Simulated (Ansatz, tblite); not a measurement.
# [AgCl4]-: one state, many levels

Aim: run the singlet of [AgCl4]- at one geometry on many levels, and compare frontier levels, spin and run time.

Program: Ansatz 0.2.0, Gaussian basis. Level of theory: as each input shows. These are calculated values, not measurements.

The runs, in order: GFN1-xTB, GFN2-xTB, PBE-D4/def2-TZVPD, r2SCAN-D4/def2-TZVPD, LDA/def2-TZVPD, B3LYP-D4/def2-TZVPD, B2PLYP/def2-TZVPD, LC-ωPBE/def2-TZVPD, BLYP-D4/def2-TZVPD, PBE+5HF/def2-TZVPD, PBE+10HF/def2-TZVPD, PBE+15HF/def2-TZVPD, PBE+35HF/def2-TZVPD, PBE+50HF/def2-TZVPD, PBE-D4/def2-SVPD, PBE0-D4/def2-SVPD, CCSD(T)/def2-SVPD, MP2/def2-TZVPD, RPA/def2-TZVPD.

6 further runs of the same task are left out: 6 set aside as unsound or not needed. Runs told in other sessions of the task aren't counted.

## 1. The geometry

The singlet was relaxed beforehand with r2SCAN-D4/def2-SVPD.

5 atoms, charge -1, spin multiplicity 1.

Bond lengths: Ag1–Cl2 2.341 Å, Ag1–Cl3 2.341 Å, Ag1–Cl4 2.341 Å, Ag1–Cl5 2.341 Å. Angles: Cl2–Ag1–Cl3 90.0°, Cl2–Ag1–Cl4 180.0°, Cl2–Ag1–Cl5 90.0°, Cl3–Ag1–Cl4 90.0°, Cl3–Ag1–Cl5 180.0°, Cl4–Ag1–Cl5 90.0°.

Geometry (Å):

```
atom    x (Å)    y (Å)    z (Å)
 Ag1   0.0003  -0.0002   0.0000
 Cl2   2.3415  -0.0255   0.0027
 Cl3   0.0260   2.3409   0.0069
 Cl4  -2.3408   0.0260  -0.0025
 Cl5  -0.0270  -2.3413  -0.0070
```

Formally the metal is d8. Ag takes a core potential in the def2 sets. No spin-orbit coupling is included. The ion is computed in the gas phase, without counter-ions or solvent.

PBE0-D4/def2-TZVPD was run before; its log isn't repeated, and its numbers join the tables.

## 2. GFN1-xTB

Tight binding, by tblite at 300 K electronic temperature and without a spin-polarisation term:

```python
tblite.interface.Calculator('GFN1-xTB', numbers, positions, charge=-1, uhf=0).singlepoint()
```

Energy -577.3905 eV, HOMO -8.79 eV, LUMO -6.46 eV; 0.006 s.

## 3. GFN2-xTB

Tight binding, by tblite at 300 K electronic temperature and without a spin-polarisation term:

```python
tblite.interface.Calculator('GFN2-xTB', numbers, positions, charge=-1, uhf=0).singlepoint()
```

Energy -611.4960 eV, HOMO -7.84 eV, LUMO -6.66 eV; 0.006 s.

## 4. PBE-D4/def2-TZVPD

start.molden holds the orbitals of an earlier run on this state, given as this run's starting guess.

in.yaml reads:

```yaml
crystal:
  periodic: [false, false, false]
  atoms:
    - {symbol: Ag, position_ang: [0.000310, -0.000202, 0.000016]}
    - {symbol: Cl, position_ang: [2.341465, -0.025475, 0.002657]}
    - {symbol: Cl, position_ang: [0.026042, 2.340943, 0.006865]}
    - {symbol: Cl, position_ang: [-2.340825, 0.026034, -0.002539]}
    - {symbol: Cl, position_ang: [-0.026992, -2.341300, -0.007000]}
basis:
  gaussian: {orbitals: def2-TZVPD, initial_orbitals: start.molden}
total_charge: -1
hamiltonian: {xc: pbe, dispersion: d4}
scf: {omitted_lower_state_checks: [starts]}
output: {orbitals: {seedname: orbitals}}
```

The run is started by

```bash
$ ansatz run in.yaml --threads 4 --pin off --events-out ev --progress --plain --max-ram 3916MiB
```

After this run come: r2SCAN-D4/def2-TZVPD; LDA/def2-TZVPD; B3LYP-D4/def2-TZVPD; B2PLYP/def2-TZVPD; LC-ωPBE/def2-TZVPD; BLYP-D4/def2-TZVPD; PBE+5HF/def2-TZVPD; PBE+10HF/def2-TZVPD; PBE+15HF/def2-TZVPD; PBE+35HF/def2-TZVPD; PBE+50HF/def2-TZVPD; PBE-D4/def2-SVPD; PBE0-D4/def2-SVPD; CCSD(T)/def2-SVPD; MP2/def2-TZVPD; RPA/def2-TZVPD.

Before running them: what should the planned runs give, taken together? Wanted: gap in def2-TZVPD, named functionals, smallest and largest; gap over the share of exact exchange; correlation energy, CCSD(T)/def2-SVPD; correlation energy, MP2/def2-TZVPD; PBE0 total energy, smallest basis above largest.

As calculated:

| quantity | value |
| --- | --- |
| gap in def2-TZVPD, named functionals, smallest and largest | 0.95 eV (LDA), 7.22 eV (LC-ωPBE) |
| gap over the share of exact exchange | 0.99 eV at 0, 4.70 eV at 0.5 |
| correlation energy, CCSD(T)/def2-SVPD | -29.47 eV |
| correlation energy, MP2/def2-TZVPD | -36.32 eV |
| PBE0 total energy, smallest basis above largest | 17.40 eV (def2-SVPD, def2-TZVPD) |

What this shows: Over the named functionals in def2-TZVPD the gap runs from 0.95 eV (LDA) to 7.22 eV (LC-ωPBE); exact exchange widens it. Raising the share of exact exchange from 0 to 0.5 moves the HOMO by -2.80 eV and the LUMO by +0.91 eV. Notes on CCSD(T)/def2-SVPD and its Hartree-Fock reference, which MP2 shares: restricted state is unstable towards broken spin symmetry.
